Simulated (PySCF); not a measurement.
# C2H5AlBrN: core binding energies at several levels of theory, part 1 of 3

How much do the core binding energies of C2H5AlBrN (`C#[C][Al@@H-]([NH3+])[Br]`) depend on the level of theory, and what does each level cost?

The runs use PySCF 2.14.0, with density-fitted response routines of our own; the level of theory stands in each step. All values are computed, except where a source is named. Atoms count from 0, in the outputs and in this text.

### Step 1. The molecule as given

10 atoms, charge 0, multiplicity 1; geometry from: PBE0-D3(BJ)/def2-SVP.

Bonds of the start (Å): C0–C1 1.22, C1–Al2 1.93, Al2–N3 2.04, Al2–Br4 2.31, C0–H5 1.08, Al2–H6 1.59, N3–H7 1.02, N3–H8 1.02, N3–H9 1.02.

### Step 2. X-ray photoelectron lines: SCAN, X2C

The job: settings as JSON, then the geometry in Å.

```
{"job": {"kind": "xps"}, "charge": 0, "multiplicity": 1}
C      2.624930     0.149717    -0.480905
C      1.556401     0.079721     0.107669
Al    -0.145051    -0.016391     1.017245
N     -1.376778     0.125761    -0.601453
Br    -0.777764    -2.135257     1.667759
H      3.572036     0.203348    -0.988723
H     -0.618711     1.172149     1.954917
H     -1.251954     0.997019    -1.120655
H     -1.172013    -0.646262    -1.239808
H     -2.360969     0.048964    -0.337808
```

Method: delta-SCF UKS SCAN, pcX-2 on the ionised atom, pcseg-1 elsewhere, spin-free X2C.

Launch:

```bash
$ OMP_NUM_THREADS=1 python probes_run.py task.json out
```

The driver reads the jobs from task.json and runs them one after another.

What it wrote:

```text
ground state, core basis on atom 0 (C), 143 functions
  cycle   1  E = -2975.37067944  |g| = 5.43e-01
  cycle   2  E = -2975.31034167  |g| = 7.02e-01
  cycle   3  E = -2975.43075488  |g| = 2.92e-01
  cycle   4  E = -2975.45392375  |g| = 4.87e-02
  cycle   5  E = -2975.45455788  |g| = 1.25e-02
  cycle   6  E = -2975.45459903  |g| = 4.42e-03
  cycle   7  E = -2975.45460111  |g| = 1.73e-03
  cycle   8  E = -2975.45459811  |g| = 3.81e-04
  E(ground) = -2975.63886434 Eh
hole in C 1s of atom 0
  cycle   1  E = -2964.21757449  |g| = 1.50e+00
  cycle   2  E = -2958.85806523  |g| = 2.56e+00
  cycle   3  E = -2964.11357027  |g| = 9.69e-01
  cycle   4  E = -2964.50544743  |g| = 7.51e-01
  cycle   5  E = -2964.75213560  |g| = 3.01e-01
  cycle   6  E = -2964.79198815  |g| = 6.56e-02
  cycle   7  E = -2964.79537279  |g| = 2.20e-02
  cycle   8  E = -2964.79592739  |g| = 1.25e-02
  cycle   9  E = -2964.79617096  |g| = 8.27e-03
  cycle  10  E = -2964.79629214  |g| = 5.32e-03
  cycle  11  E = -2964.79635570  |g| = 2.56e-03
  cycle  12  E = -2964.79636208  |g| = 1.12e-03
  cycle  13  E = -2964.79636418  |g| = 3.11e-04
  E(ion) = -2964.97916014 Eh   <S^2> = 0.8552   hole on atom = 1.000   binding energy = 290.065 eV
ground state, core basis on atom 1 (C), 143 functions
  cycle   1  E = -2975.45566780  |g| = 6.65e-02
  cycle   2  E = -2975.45321339  |g| = 1.02e-01
  cycle   3  E = -2975.45534632  |g| = 4.86e-02
  cycle   4  E = -2975.45598736  |g| = 4.58e-03
  cycle   5  E = -2975.45600080  |g| = 8.33e-04
  cycle   6  E = -2975.45600100  |g| = 1.92e-04
  E(ground) = -2975.63989922 Eh
hole in C 1s of atom 1
  cycle   1  E = -2964.24057039  |g| = 1.50e+00
  cycle   2  E = -2958.31594382  |g| = 2.59e+00
  cycle   3  E = -2963.85330024  |g| = 1.10e+00
  cycle   4  E = -2964.64294162  |g| = 5.71e-01
  cycle   5  E = -2964.72053207  |g| = 4.21e-01
  cycle   6  E = -2964.81188298  |g| = 4.07e-02
  cycle   7  E = -2964.81356488  |g| = 1.81e-02
  cycle   8  E = -2964.81404549  |g| = 1.19e-02
  cycle   9  E = -2964.81437026  |g| = 8.57e-03
  cycle  10  E = -2964.81454447  |g| = 4.93e-03
  cycle  11  E = -2964.81459905  |g| = 2.39e-03
  cycle  12  E = -2964.81460807  |g| = 1.02e-03
  cycle  13  E = -2964.81461206  |g| = 2.60e-04
  E(ion) = -2964.99740707 Eh   <S^2> = 0.8697   hole on atom = 1.000   binding energy = 289.597 eV
ground state, core basis on atom 2 (Al), 154 functions
  cycle   1  E = -2975.52397173  |g| = 2.42e-01
  cycle   2  E = -2975.52269624  |g| = 8.43e-02
  cycle   3  E = -2975.51507745  |g| = 1.82e-01
  cycle   4  E = -2975.52430021  |g| = 2.03e-02
  cycle   5  E = -2975.52437267  |g| = 2.97e-03
  cycle   6  E = -2975.52437902  |g| = 4.89e-04
  E(ground) = -2975.67139299 Eh
hole in Al 1s of atom 2
  cycle   1  E = -2916.93395202  |g| = 3.98e+00
  cycle   2  E = -2916.73275475  |g| = 2.16e+00
  cycle   3  E = -2916.89670876  |g| = 1.26e+00
  cycle   4  E = -2917.68304827  |g| = 6.76e-01
  cycle   5  E = -2917.89973801  |g| = 2.68e-01
  cycle   6  E = -2917.94242054  |g| = 5.05e-02
  cycle   7  E = -2917.94380782  |g| = 2.25e-02
  cycle   8  E = -2917.94410285  |g| = 6.07e-03
  cycle   9  E = -2917.94412325  |g| = 1.37e-03
  cycle  10  E = -2917.94412488  |g| = 7.59e-04
  cycle  11  E = -2917.94412547  |g| = 2.02e-04
  E(ion) = -2918.09321439 Eh   <S^2> = 0.7519   hole on atom = 1.000   binding energy = 1566.782 eV
hole in Al 2p of atom 2
  cycle   1  E = -2972.28032139  |g| = 1.09e+00
  cycle   2  E = -2971.91145844  |g| = 1.19e+00
  cycle   3  E = -2972.27456135  |g| = 7.01e-01
  cycle   4  E = -2972.53869072  |g| = 2.28e-01
  cycle   5  E = -2972.56192954  |g| = 9.42e-02
  cycle   6  E = -2972.56714787  |g| = 1.77e-02
  cycle   7  E = -2972.56730322  |g| = 8.84e-03
  cycle   8  E = -2972.56734108  |g| = 2.18e-03
  cycle   9  E = -2972.56734141  |g| = 4.85e-04
  E(ion) = -2972.72107338 Eh   <S^2> = 0.7518   hole on atom = 1.004   binding energy = 80.282 eV
  2p3/2 = 80.267 eV   2p1/2 = 80.736 eV
ground state, core basis on atom 3 (N), 143 functions
  cycle   1  E = -2975.46386964  |g| = 7.28e-02
  cycle   2  E = -2975.46379705  |g| = 2.05e-02
  cycle   3  E = -2975.46321457  |g| = 5.01e-02
  cycle   4  E = -2975.46391379  |g| = 6.04e-03
  cycle   5  E = -2975.46392044  |g| = 6.74e-04
  cycle   6  E = -2975.46392058  |g| = 2.13e-04
  E(ground) = -2975.64575573 Eh
hole in N 1s of atom 3
  cycle   1  E = -2959.78912906  |g| = 1.85e+00
  cycle   2  E = -2951.03352524  |g| = 3.46e+00
  cycle   3  E = -2960.06165270  |g| = 7.40e-01
  cycle   4  E = -2960.37654047  |g| = 3.80e-01
  cycle   5  E = -2960.42218282  |g| = 2.82e-01
  cycle   6  E = -2960.45577207  |g| = 1.54e-01
  cycle   7  E = -2960.46848703  |g| = 1.95e-02
  cycle   8  E = -2960.46871342  |g| = 4.95e-03
  cycle   9  E = -2960.46872672  |g| = 2.33e-03
  cycle  10  E = -2960.46873001  |g| = 1.13e-03
  cycle  11  E = -2960.46872924  |g| = 2.06e-04
  E(ion) = -2960.65030543 Eh   <S^2> = 0.7644   hole on atom = 1.000   binding energy = 408.047 eV
```

Run time: 31 s. Hardware: 1 thread of Arm Neoverse V1, shared host; peak memory 0.55 GiB.

Binding energies by hole, beside the orbital energy of the ground state; the difference holds orbital relaxation and, for a density functional, its self-interaction error:

| hole | stands for | environment | ΔSCF (eV; 2p as the shell's mean) | −ε (eV) | ⟨S²⟩ |
| --- | --- | --- | --- | --- | --- |
| C1s on C0 | C0 | terminal alkyne carbon | 290.07 (doubtful) | 273.4 | 0.855 |
| C1s on C1 | C1 | alkyne carbon | 289.60 (doubtful) | 272.8 | 0.870 |
| Al1s on Al2 | Al2 | aluminium bonded to C, Br, N, H | 1566.78 | 1518.2 | 0.752 |
| Al2p on Al2 | Al2 | aluminium bonded to C, Br, N, H | 80.42 | 70.7 | 0.752 |
| N1s on N3 | N3 | donor nitrogen of a Lewis adduct | 408.05 | 388.4 | 0.764 |

Doubtful: the ion did not converge, its hole moved, or its ⟨S²⟩ is well above 0.75.

With the spin-orbit splitting: Al2 2p3/2 80.27, 2p1/2 80.74 eV. The table gives each 2p level as the mean over the whole 2p shell (two parts 2p3/2, one part 2p1/2), which differs a little from the single hole in the log.

### Step 3. Core-electron binding energies: B3LYP, X2C

Settings changed since step 2:

```diff
@@ -1,2 +1,2 @@
-{"job": {"kind": "xps"}, "charge": 0, "multiplicity": 1}
+{"job": {"kind": "xps", "xc": "B3LYP"}, "charge": 0, "multiplicity": 1}
 C      2.624930     0.149717    -0.480905
```

With the program's defaults for keys left out, this is: delta-SCF UKS B3LYP, pcX-2 on the ionised atom, pcseg-1 elsewhere, spin-free X2C.

What it wrote:

```text
ground state, core basis on atom 0 (C), 143 functions
  cycle   1  E = -2975.55165258  |g| = 4.84e-01
  cycle   2  E = -2975.53655947  |g| = 5.45e-01
  cycle   3  E = -2975.61293777  |g| = 1.64e-01
  cycle   4  E = -2975.61935413  |g| = 4.71e-02
  cycle   5  E = -2975.61992720  |g| = 8.77e-03
  cycle   6  E = -2975.61994998  |g| = 2.56e-03
  cycle   7  E = -2975.61995204  |g| = 7.88e-04
  cycle   8  E = -2975.61995130  |g| = 1.44e-04
  E(ground) = -2975.62383442 Eh
hole in C 1s of atom 0
  cycle   1  E = -2964.38660250  |g| = 1.51e+00
  cycle   2  E = -2959.16695345  |g| = 2.60e+00
  cycle   3  E = -2964.39666391  |g| = 8.92e-01
  cycle   4  E = -2964.75289152  |g| = 6.39e-01
  cycle   5  E = -2964.92399335  |g| = 2.61e-01
  cycle   6  E = -2964.95368174  |g| = 4.50e-02
  cycle   7  E = -2964.95479992  |g| = 1.73e-02
  cycle   8  E = -2964.95505137  |g| = 6.01e-03
  cycle   9  E = -2964.95509204  |g| = 3.41e-03
  cycle  10  E = -2964.95511001  |g| = 1.89e-03
  cycle  11  E = -2964.95512151  |g| = 1.05e-03
  cycle  12  E = -2964.95512529  |g| = 1.90e-04
  E(ion) = -2964.95898215 Eh   <S^2> = 0.7851   hole on atom = 1.000   binding energy = 290.205 eV
ground state, core basis on atom 1 (C), 143 functions
  cycle   1  E = -2975.62080772  |g| = 4.57e-02
  cycle   2  E = -2975.62029322  |g| = 4.96e-02
  cycle   3  E = -2975.62064599  |g| = 3.31e-02
  cycle   4  E = -2975.62092663  |g| = 3.89e-03
  cycle   5  E = -2975.62093015  |g| = 1.69e-04
  E(ground) = -2975.62474277 Eh
hole in C 1s of atom 1
  cycle   1  E = -2964.40951068  |g| = 1.51e+00
  cycle   2  E = -2958.78815705  |g| = 2.67e+00
  cycle   3  E = -2964.33019384  |g| = 9.26e-01
  cycle   4  E = -2964.80406699  |g| = 6.00e-01
  cycle   5  E = -2964.93808681  |g| = 2.65e-01
  cycle   6  E = -2964.97217638  |g| = 3.55e-02
  cycle   7  E = -2964.97286875  |g| = 1.47e-02
  cycle   8  E = -2964.97305863  |g| = 5.78e-03
  cycle   9  E = -2964.97311416  |g| = 3.54e-03
  cycle  10  E = -2964.97314422  |g| = 2.08e-03
  cycle  11  E = -2964.97316006  |g| = 7.41e-04
  cycle  12  E = -2964.97316140  |g| = 1.61e-04
  E(ion) = -2964.97693499 Eh   <S^2> = 0.7885   hole on atom = 1.000   binding energy = 289.742 eV
ground state, core basis on atom 2 (Al), 154 functions
  cycle   1  E = -2975.66243104  |g| = 1.39e-01
  cycle   2  E = -2975.66251005  |g| = 3.51e-02
  cycle   3  E = -2975.66252438  |g| = 2.48e-02
  cycle   4  E = -2975.66258543  |g| = 1.53e-02
  cycle   5  E = -2975.66264435  |g| = 1.94e-03
  cycle   6  E = -2975.66264766  |g| = 2.13e-04
  E(ground) = -2975.66621389 Eh
hole in Al 1s of atom 2
  cycle   1  E = -2917.10159819  |g| = 4.02e+00
  cycle   2  E = -2917.14584910  |g| = 2.05e+00
  cycle   3  E = -2917.47793961  |g| = 1.03e+00
  cycle   4  E = -2917.93643661  |g| = 5.90e-01
  cycle   5  E = -2918.10378367  |g| = 1.91e-01
  cycle   6  E = -2918.12454592  |g| = 2.88e-02
  cycle   7  E = -2918.12499497  |g| = 1.03e-02
  cycle   8  E = -2918.12505144  |g| = 2.39e-03
  cycle   9  E = -2918.12505395  |g| = 5.51e-04
  cycle  10  E = -2918.12505379  |g| = 2.06e-04
  E(ion) = -2918.12861928 Eh   <S^2> = 0.7517   hole on atom = 1.000   binding energy = 1565.678 eV
hole in Al 2p of atom 2
  cycle   1  E = -2972.42626814  |g| = 1.09e+00
  cycle   2  E = -2972.23150289  |g| = 1.06e+00
  cycle   3  E = -2972.54644295  |g| = 5.40e-01
  cycle   4  E = -2972.69657204  |g| = 1.67e-01
  cycle   5  E = -2972.70896156  |g| = 6.18e-02
  cycle   6  E = -2972.71120842  |g| = 7.78e-03
  cycle   7  E = -2972.71123731  |g| = 2.90e-03
  cycle   8  E = -2972.71124102  |g| = 5.80e-04
  cycle   9  E = -2972.71124196  |g| = 2.05e-04
  E(ion) = -2972.71483219 Eh   <S^2> = 0.7517   hole on atom = 1.003   binding energy = 80.311 eV
  2p3/2 = 80.237 eV   2p1/2 = 80.669 eV
ground state, core basis on atom 3 (N), 143 functions
  cycle   1  E = -2975.62772159  |g| = 5.54e-02
  cycle   2  E = -2975.62760469  |g| = 3.18e-02
  cycle   3  E = -2975.62763802  |g| = 2.91e-02
  cycle   4  E = -2975.62780776  |g| = 1.11e-02
  cycle   5  E = -2975.62783917  |g| = 7.55e-04
  cycle   6  E = -2975.62783932  |g| = 1.28e-04
  E(ground) = -2975.63170383 Eh
hole in N 1s of atom 3
  cycle   1  E = -2959.96153785  |g| = 1.86e+00
  cycle   2  E = -2953.02569298  |g| = 3.50e+00
  cycle   3  E = -2960.36090127  |g| = 6.10e-01
  cycle   4  E = -2960.55283036  |g| = 3.63e-01
  cycle   5  E = -2960.62149312  |g| = 1.49e-01
  cycle   6  E = -2960.62948441  |g| = 9.48e-02
  cycle   7  E = -2960.63407017  |g| = 1.20e-02
  cycle   8  E = -2960.63415103  |g| = 3.01e-03
  cycle   9  E = -2960.63415687  |g| = 1.06e-03
  cycle  10  E = -2960.63415777  |g| = 5.80e-04
  cycle  11  E = -2960.63415587  |g| = 1.25e-04
  E(ion) = -2960.63823327 Eh   <S^2> = 0.7587   hole on atom = 1.000   binding energy = 407.993 eV
```

It took 49 s on 1 thread of Arm Neoverse V1, shared host; peak memory 0.65 GiB.

The holes in one table. −ε is the ground-state orbital energy:

| hole | stands for | environment | ΔSCF (eV; 2p as the shell's mean) | −ε (eV) | ⟨S²⟩ |
| --- | --- | --- | --- | --- | --- |
| C1s on C0 | C0 | terminal alkyne carbon | 290.21 | 276.8 | 0.785 |
| C1s on C1 | C1 | alkyne carbon | 289.74 | 276.2 | 0.789 |
| Al1s on Al2 | Al2 | aluminium bonded to C, Br, N, H | 1565.68 | 1527.3 | 0.752 |
| Al2p on Al2 | Al2 | aluminium bonded to C, Br, N, H | 80.38 | 72.9 | 0.752 |
| N1s on N3 | N3 | donor nitrogen of a Lewis adduct | 407.99 | 392.2 | 0.759 |

With the spin-orbit splitting: Al2 2p3/2 80.24, 2p1/2 80.67 eV. The table gives each 2p level as the mean over the whole 2p shell (two parts 2p3/2, one part 2p1/2), which differs a little from the single hole in the log.

### Step 4. X-ray photoelectron lines: PBE0, X2C

Settings changed since step 3:

```diff
@@ -1,2 +1,2 @@
-{"job": {"kind": "xps", "xc": "B3LYP"}, "charge": 0, "multiplicity": 1}
+{"job": {"kind": "xps", "xc": "PBE0"}, "charge": 0, "multiplicity": 1}
 C      2.624930     0.149717    -0.480905
```

Level: delta-SCF UKS PBE0, pcX-2 on the ionised atom, pcseg-1 elsewhere, spin-free X2C.

What it wrote:

```text
ground state, core basis on atom 0 (C), 143 functions
  cycle   1  E = -2974.92147225  |g| = 4.39e-01
  cycle   2  E = -2974.92289633  |g| = 4.45e-01
  cycle   3  E = -2974.97294601  |g| = 1.49e-01
  cycle   4  E = -2974.97830727  |g| = 4.11e-02
  cycle   5  E = -2974.97874290  |g| = 6.21e-03
  cycle   6  E = -2974.97875506  |g| = 1.45e-03
  cycle   7  E = -2974.97875614  |g| = 4.94e-04
  E(ground) = -2974.98182787 Eh
hole in C 1s of atom 0
  cycle   1  E = -2963.76413116  |g| = 1.51e+00
  cycle   2  E = -2959.01566275  |g| = 2.56e+00
  cycle   3  E = -2963.86810243  |g| = 8.16e-01
  cycle   4  E = -2964.16707302  |g| = 5.86e-01
  cycle   5  E = -2964.30946309  |g| = 2.30e-01
  cycle   6  E = -2964.33251237  |g| = 3.50e-02
  cycle   7  E = -2964.33324255  |g| = 1.40e-02
  cycle   8  E = -2964.33345367  |g| = 6.24e-03
  cycle   9  E = -2964.33352248  |g| = 4.03e-03
  cycle  10  E = -2964.33356966  |g| = 2.40e-03
  cycle  11  E = -2964.33359097  |g| = 1.05e-03
  cycle  12  E = -2964.33359193  |g| = 1.78e-04
  E(ion) = -2964.33663271 Eh   <S^2> = 0.8040   hole on atom = 1.000   binding energy = 289.671 eV
ground state, core basis on atom 1 (C), 143 functions
  cycle   1  E = -2974.97996262  |g| = 6.17e-02
  cycle   2  E = -2974.97940048  |g| = 5.20e-02
  cycle   3  E = -2974.97955099  |g| = 4.62e-02
  cycle   4  E = -2974.98010294  |g| = 1.24e-03
  cycle   5  E = -2974.98010450  |g| = 1.05e-04
  E(ground) = -2974.98310602 Eh
hole in C 1s of atom 1
  cycle   1  E = -2963.78535299  |g| = 1.51e+00
  cycle   2  E = -2962.29989786  |g| = 2.04e+00
  cycle   3  E = -2964.23128019  |g| = 4.20e-01
  cycle   4  E = -2964.33579075  |g| = 1.57e-01
  cycle   5  E = -2964.34619406  |g| = 8.26e-02
  cycle   6  E = -2964.34953515  |g| = 3.32e-02
  cycle   7  E = -2964.35031581  |g| = 1.25e-02
  cycle   8  E = -2964.35069188  |g| = 7.92e-03
  cycle   9  E = -2964.35098873  |g| = 4.32e-03
  cycle  10  E = -2964.35105230  |g| = 2.27e-03
  cycle  11  E = -2964.35105616  |g| = 5.76e-04
  cycle  12  E = -2964.35105578  |g| = 1.92e-04
  E(ion) = -2964.35401859 Eh   <S^2> = 0.8111   hole on atom = 1.000   binding energy = 289.232 eV
ground state, core basis on atom 2 (Al), 154 functions
  cycle   1  E = -2975.02146493  |g| = 1.78e-01
  cycle   2  E = -2975.02150584  |g| = 2.83e-02
  cycle   3  E = -2975.02142442  |g| = 3.03e-02
  cycle   4  E = -2975.02159947  |g| = 1.32e-02
  cycle   5  E = -2975.02164359  |g| = 1.32e-03
  cycle   6  E = -2975.02164438  |g| = 1.84e-04
  E(ground) = -2975.02444378 Eh
hole in Al 1s of atom 2
  cycle   1  E = -2916.49086201  |g| = 4.02e+00
  cycle   2  E = -2916.71346308  |g| = 1.90e+00
  cycle   3  E = -2917.01852160  |g| = 9.07e-01
  cycle   4  E = -2917.37641460  |g| = 5.08e-01
  cycle   5  E = -2917.50202703  |g| = 1.49e-01
  cycle   6  E = -2917.51480440  |g| = 2.02e-02
  cycle   7  E = -2917.51502989  |g| = 6.79e-03
  cycle   8  E = -2917.51505197  |g| = 1.69e-03
  cycle   9  E = -2917.51505357  |g| = 3.69e-04
  E(ion) = -2917.51786202 Eh   <S^2> = 0.7518   hole on atom = 1.000   binding energy = 1564.834 eV
hole in Al 2p of atom 2
  cycle   1  E = -2971.79742518  |g| = 1.09e+00
  cycle   2  E = -2971.68640204  |g| = 9.67e-01
  cycle   3  E = -2971.94980850  |g| = 4.85e-01
  cycle   4  E = -2972.07144660  |g| = 1.41e-01
  cycle   5  E = -2972.08034913  |g| = 5.03e-02
  cycle   6  E = -2972.08184234  |g| = 5.66e-03
  cycle   7  E = -2972.08185803  |g| = 2.22e-03
  cycle   8  E = -2972.08186162  |g| = 5.46e-04
  cycle   9  E = -2972.08186205  |g| = 1.85e-04
  E(ion) = -2972.08468480 Eh   <S^2> = 0.7522   hole on atom = 1.004   binding energy = 79.995 eV
  2p3/2 = 79.921 eV   2p1/2 = 80.349 eV
ground state, core basis on atom 3 (N), 143 functions
  cycle   1  E = -2974.98670202  |g| = 7.34e-02
  cycle   2  E = -2974.98664682  |g| = 2.42e-02
  cycle   3  E = -2974.98657682  |g| = 2.96e-02
  cycle   4  E = -2974.98676777  |g| = 7.96e-03
  cycle   5  E = -2974.98678551  |g| = 4.76e-04
  E(ground) = -2974.98985511 Eh
hole in N 1s of atom 3
  cycle   1  E = -2959.33694520  |g| = 1.86e+00
  cycle   2  E = -2957.70276983  |g| = 2.37e+00
  cycle   3  E = -2959.87278631  |g| = 4.70e-01
  cycle   4  E = -2959.95861420  |g| = 2.97e-01
  cycle   5  E = -2959.99227178  |g| = 1.87e-01
  cycle   6  E = -2960.01032042  |g| = 3.99e-02
  cycle   7  E = -2960.01111370  |g| = 6.51e-03
  cycle   8  E = -2960.01114357  |g| = 2.12e-03
  cycle   9  E = -2960.01115051  |g| = 8.48e-04
  cycle  10  E = -2960.01115135  |g| = 1.84e-04
  E(ion) = -2960.01437692 Eh   <S^2> = 0.7603   hole on atom = 1.000   binding energy = 407.504 eV
```

Run time: 47 s. Hardware: 1 thread of Arm Neoverse V1, shared host; peak memory 0.65 GiB.

Binding energies by hole, beside the orbital energy of the ground state; the difference holds orbital relaxation and, for a density functional, its self-interaction error:

| hole | stands for | environment | ΔSCF (eV; 2p as the shell's mean) | −ε (eV) | ⟨S²⟩ |
| --- | --- | --- | --- | --- | --- |
| C1s on C0 | C0 | terminal alkyne carbon | 289.67 | 278.2 | 0.804 |
| C1s on C1 | C1 | alkyne carbon | 289.23 | 277.6 | 0.811 |
| Al1s on Al2 | Al2 | aluminium bonded to C, Br, N, H | 1564.83 | 1530.8 | 0.752 |
| Al2p on Al2 | Al2 | aluminium bonded to C, Br, N, H | 80.06 | 73.5 | 0.752 |
| N1s on N3 | N3 | donor nitrogen of a Lewis adduct | 407.50 | 394.0 | 0.760 |

With the spin-orbit splitting: Al2 2p3/2 79.92, 2p1/2 80.35 eV. The table gives each 2p level as the mean over the whole 2p shell (two parts 2p3/2, one part 2p1/2), which differs a little from the single hole in the log.

(Continued in part 2 of 3.)
